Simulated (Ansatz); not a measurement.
**C₈H₁₆: basis-set convergence**

The task here is to estimate one member of a computed series from the others.

Method: one geometry, several basis sets; program: Ansatz 0.2.0, Gaussian basis.

The runs, in order: PBE0-D4/def2-SVP; ωB97M-V/def2-SVP; PBE0-D4/def2-QZVPP; ωB97M-V/def2-QZVPP; the functionals' def2-TZVPP values are taken from earlier runs.

## Structure used throughout

All runs share one geometry, relaxed beforehand with PBE0-D4 in a triple-zeta def2 set.

SMILES `CCC1CCCCC1`, 24 atoms, charge 0, spin multiplicity 1.

Atoms are counted from 1 here; the program's logs count them from 0.

Bond lengths: C1–C2 1.519 Å, C1–H9 1.094 Å, C1–H10 1.092 Å, C1–H11 1.092 Å, C2–C3 1.529 Å, C2–H12 1.095 Å, C2–H13 1.096 Å, C3–C4 1.530 Å, C3–C8 1.530 Å, C3–H14 1.098 Å, C4–C5 1.523 Å, C4–H15 1.097 Å, C4–H16 1.093 Å, C5–C6 1.523 Å, C5–H17 1.096 Å, C5–H18 1.094 Å, C6–C7 1.523 Å, C6–H19 1.094 Å and more. Angles: C2–C1–H9 111.1°, C2–C1–H10 112.0°, C2–C1–H11 111.1°, H9–C1–H10 107.5°, H9–C1–H11 107.7°, H10–C1–H11 107.3°, C1–C2–C3 114.2°, C1–C2–H12 109.3°, C1–C2–H13 109.1°, C3–C2–H12 110.4°, C3–C2–H13 107.8°, H12–C2–H13 105.7°, C2–C3–C4 113.5°, C2–C3–C8 111.6°, C2–C3–H14 106.6°, C4–C3–C8 109.4°, C4–C3–H14 107.6°, C8–C3–H14 107.7° and more.

The first run:

The input, in.yaml:

```yaml
crystal:
  periodic: [false, false, false]
  atoms:
    - {symbol: C, position_ang: [2.603218, 0.971319, -0.143788]}
    - {symbol: C, position_ang: [1.560138, 0.092935, 0.526084]}
    - {symbol: C, position_ang: [0.602441, -0.596004, -0.446750]}
    - {symbol: C, position_ang: [-0.245372, 0.381019, -1.264602]}
    - {symbol: C, position_ang: [-1.302012, 1.085691, -0.423522]}
    - {symbol: C, position_ang: [-2.197759, 0.080127, 0.287312]}
    - {symbol: C, position_ang: [-1.380114, -0.899541, 1.118086]}
    - {symbol: C, position_ang: [-0.315439, -1.587182, 0.271635]}
    - {symbol: H, position_ang: [3.164932, 0.410692, -0.896979]}
    - {symbol: H, position_ang: [2.152866, 1.832508, -0.642674]}
    - {symbol: H, position_ang: [3.319860, 1.356901, 0.585090]}
    - {symbol: H, position_ang: [1.000733, 0.688085, 1.254652]}
    - {symbol: H, position_ang: [2.067232, -0.686219, 1.106721]}
    - {symbol: H, position_ang: [1.224828, -1.165423, -1.149593]}
    - {symbol: H, position_ang: [-0.749902, -0.182877, -2.058837]}
    - {symbol: H, position_ang: [0.391091, 1.112510, -1.770137]}
    - {symbol: H, position_ang: [-0.819410, 1.731879, 0.319195]}
    - {symbol: H, position_ang: [-1.901811, 1.745991, -1.057167]}
    - {symbol: H, position_ang: [-2.929292, 0.596411, 0.916316]}
    - {symbol: H, position_ang: [-2.771069, -0.479005, -0.463507]}
    - {symbol: H, position_ang: [-0.907309, -0.364246, 1.949421]}
    - {symbol: H, position_ang: [-2.034731, -1.649615, 1.572199]}
    - {symbol: H, position_ang: [0.282018, -2.264939, 0.890554]}
    - {symbol: H, position_ang: [-0.815126, -2.211008, -0.479749]}
basis:
  gaussian: {orbitals: def2-SVP}
hamiltonian: {xc: pbe0, dispersion: d4}
output: {orbitals: {seedname: orbitals}}
```

The run is started by

```console
ansatz run in.yaml --threads 4 --pin off --events-out ev --progress --plain --max-ram 66560MiB --backend cpu
```

Steps of the session up to this table: PBE0-D4 in def2-SVP; ωB97M-V in def2-SVP; PBE0-D4 in def2-QZVPP; ωB97M-V in def2-QZVPP.

One table of the session follows, with a row left open; its other results are not shown here.

It belongs to the step «Functionals by basis». 

```
functional       basis  HOMO (eV)  LUMO (eV)
   PBE0-D4    def2-SVP          ?          ?
   PBE0-D4  def2-TZVPP      -8.14       1.09
   PBE0-D4  def2-QZVPP      -8.14       0.67
   ωB97M-V    def2-SVP     -10.43       3.28
   ωB97M-V  def2-TZVPP     -10.40       2.50
   ωB97M-V  def2-QZVPP     -10.41       1.80
```

**Question.** Estimate the row for PBE0-D4, def2-SVP.

As computed: HOMO (eV): -8.16; LUMO (eV): 1.64. In the column «HOMO (eV)» it lies between ωB97M-V, def2-TZVPP (-10.40) and PBE0-D4, def2-TZVPP (-8.14).
